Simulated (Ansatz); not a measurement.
# Si: the cost of one run

Computed with Ansatz 0.2.0 (DFT LDA, scalar-relativistic, plane waves, PAW, unless a step's input says otherwise).

73 further runs of the same task are left out: 1 that didn't finish, 72 set aside as unsound or not needed. Runs told in other sessions of the task aren't counted.

## Step 1: Starting point

The structure is hexagonal, space group P6_3/mmc (No. 194). Conventional cell: a = 3.802 Å, b = 3.802 Å, c = 6.289 Å, α = 90.00°, β = 90.00°, γ = 120.00°. Si (site symmetry 3m) has 4 Si at 2.33 to 2.35 Å in its first shell of neighbours.

Structure file:

```cif
data_structure
_symmetry_space_group_name_H-M 'P6_3/mmc'
_symmetry_Int_Tables_number 194
_cell_length_a 3.8017
_cell_length_b 3.8017
_cell_length_c 6.2887
_cell_angle_alpha 90.000
_cell_angle_beta 90.000
_cell_angle_gamma 120.000
_cell_volume 78.71
loop_
_atom_site_label
_atom_site_type_symbol
_atom_site_symmetry_multiplicity
_atom_site_Wyckoff_symbol
_atom_site_fract_x
_atom_site_fract_y
_atom_site_fract_z
_atom_site_occupancy
Si1 Si 4 f 0.33333 0.66667 0.06304 1
```

It goes back to an entry of the Materials Project, which need not be the stable form.

It is the result of an earlier relaxation at this level (volume 19.68 Å³/atom; gap on the mesh: 0.27 eV).

## Step 2: Plan of the line

Atoms count from 1 in the order of the input.

The energy is mapped over a free internal coordinate and the cell.

The axes are (1) shift of Si1 along [0 0 1], its symmetry partners moved as symmetry demands (measured in the relaxed cell): 11 values from −0.15 Å; (2) c/a of the conventional cell at fixed volume: 11 values from 1.323 to 1.985.

Nothing else is relaxed (all other coordinates fixed). Energies count from the relaxed crystal. Points are written as (first, second).

## Step 3: Grid point (−0.12 Å, 1.323)

Contents of input.yaml:

```yaml
crystal:
  lattice:
    - [4.0952913888, 0.0, 0.0]
    - [-2.0476456944, 3.5466263786, 0.0]
    - [0.0, 0.0, 5.4192990949]
  atoms:
    - { symbol: Si, position: [0.3333333333, 0.6666666667, 0.0439541821] }
    - { symbol: Si, position: [0.6666666667, 0.3333333333, 0.5439541821] }
    - { symbol: Si, position: [0.3333333333, 0.6666666667, 0.4560458179] }
    - { symbol: Si, position: [0.6666666667, 0.3333333333, 0.9560458179] }
basis:
  ecutwfc: 420
kpoints:
  mp_grid: { grid: [12, 12, 6] }
hamiltonian:
  xc: lda
  pseudopotentials: { kind: paw, azcp: { folder: soft_1 } }
scf:
  occupations: { method: gaussian, width: 0.03 }
output:
  forces: true
  stress: true
  eigenvalues: true
```

Started as:

```
$ ansatz run input.yaml --threads 2 --pin off --max-ram 4096MiB --backend cpu --events-out ev --progress --plain --runs-dir out
```

What time and memory should one allow on 2 threads of Arm Neoverse N1, shared host?

About 3.6 s, with a peak of 0.33 GiB.
